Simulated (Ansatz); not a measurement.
Crystal: Ti3Se.

```xyz
4
Lattice="3.1974 0.0000 0.0000 -1.5987 2.7691 0.0000 0.0000 0.0000 7.9427" Properties=species:S:1:pos:R:3 pbc="T T T"
Se    0.0000    0.0000    0.0000
Ti    1.5987    0.9230    3.9714
Ti    0.0000    1.8460    6.1390
Ti    0.0000    1.8460    1.8038
```

The cell comes from a database or a generator and needn't be the stable form of this composition.

* Program: Ansatz 0.2.0
* Task: single point
* Functional: PBEsol
* Potentials or basis: Ansatz PAW
* Cutoff: 420 eV (not typed: the program's choice for these potentials)
* k mesh: 10 × 10 × 4
* Occupations: fermi-dirac, width 0.05 eV
* Spin: no spin polarisation

On this cell: pressure -4.5 GPa; largest force 0.098 eV/Å; band gap on the k mesh none (metal or under the smearing width).

The same run follows on a disturbed copy (atoms moved at random, drawn with an rms of 0.05 Å):

```
Se Ti
1.0
     3.19745    0.00000    0.00000
    -1.59872    2.76907    0.00000
     0.00000    0.00000    7.94275
Se Ti
1 3
Cartesian
  -0.0140 0.0179 0.0289
  1.5377 0.9292 3.9434
  -0.0048 1.8907 6.1834
  -0.0237 1.8698 1.7770
```

Question: What does the disturbed cell give?

Answer: The energy (extrapolated to zero smearing) moves by +5.2 meV/atom; pressure -3.8 GPa; largest force 0.366 eV/Å; band gap on the k mesh none (metal or under the smearing width).

Forces in eV/Å, atoms in the order of the input:
```
Se   0.000  0.119 -0.247
Ti   0.098  0.060  0.300
Ti  -0.104 -0.147 -0.318
Ti   0.007 -0.032  0.265
```

Stress tensor (GPa, compression positive):
```
-3.92 -0.44  0.22
-0.44 -3.76  0.19
 0.22  0.19 -3.86
```

Caveats: the PAW data sets come from PBE, with cores solved anew for the run's functional, which leaves a small shift of forces and pressure.
